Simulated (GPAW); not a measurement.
Wanted: an ASE script for a GPAW 26.7.0 run.

```yaml
Task: single point
Functional: PBE
Potentials_or_basis: GPAW PAW data sets (gpaw-data 1.2.1)
Cutoff: 800 eV
Basis: pw
k_mesh: 8 × 8 × 4
Occupations: fermi-dirac, width 0.05 eV
Spin: collinear spin, ferromagnetic start
Starting_moments: "[6.0, 0.0] μB"
Maxiter: 150
```

Crystal: SrTb.

```
Tb Sr
1.0
     3.81533    0.00000    0.00000
    -1.90766    3.30417    0.00000
     0.00000    0.00000    6.35777
Tb Sr
1 1
Direct
  0.33333 0.66667 0.00000
  0.66667 0.33333 0.50000
```

The cell comes from a database or a generator and needn't be the stable form of this composition.

One way to write it, as run:

run.py

```python
from ase import Atoms
from ase.dft.bandgap import bandgap
from ase.io import write
from ase.units import GPa
from gpaw import GPAW, PW

atoms = Atoms(['Tb', 'Sr'],
              cell=[[3.8153280244, 0.0, 0.0],
                    [-1.9076640122, 3.3041709929, 0.0],
                    [0.0, 0.0, 6.357769]],
              scaled_positions=[[0.3333333333, 0.6666666667, 0.0],
                                [0.6666666667, 0.3333333333, 0.5]],
              pbc=True)
atoms.set_initial_magnetic_moments([6.0, 0.0])

calc = GPAW(mode=PW(800),
            xc='PBE',
            kpts={'size': (8, 8, 4), 'gamma': True},
            occupations={'name': 'fermi-dirac', 'width': 0.05},
            nbands=29,
            convergence={'density': 1e-05, 'energy': 1e-05},
            maxiter=150,
            txt='gpaw.txt')
atoms.calc = calc
energy = atoms.get_potential_energy()
forces = atoms.get_forces()
stress = atoms.get_stress()
calc.write('gs.gpw')
write('result.traj', atoms)
print(f'Energy: {energy:.6f} eV')
print('Forces (eV/A):')
print(forces.round(4))
print('Stress (GPa):', (stress / GPa).round(3))
print('Moments:', calc.get_magnetic_moments().round(3))
print('Fermi level:', round(calc.get_fermi_level(), 4), 'eV')
print(f'Gap: {bandgap(calc)[0]:.4f} eV, direct: {bandgap(calc, direct=True)[0]:.4f} eV')
```

Potentials or basis: GPAW PAW data sets (gpaw-data 1.2.1), pw.

Launch:

```bash
$ OMP_NUM_THREADS=1 python run.py
```

Results of the run:

```yaml
Pressure: 1.2 GPa
Band_gap_on_the_k_mesh: none (metal or under the smearing width)
Net_moment: 6.31 μB per cell
Site_moments: Tb +5.76; Sr +0.01 μB
```

Caveat: one-centre terms of the f shell are cut off; the magnetic or orbital state may not be the lowest; spin-orbit coupling is left out, which moves the levels of the heavy elements; without U or exact exchange the open f shell lies at the Fermi level, which spoils levels, moments and volumes.

Wall time 4.9 min on 1 thread of Arm Neoverse V1, on a shared host, peak memory 0.36 GiB.
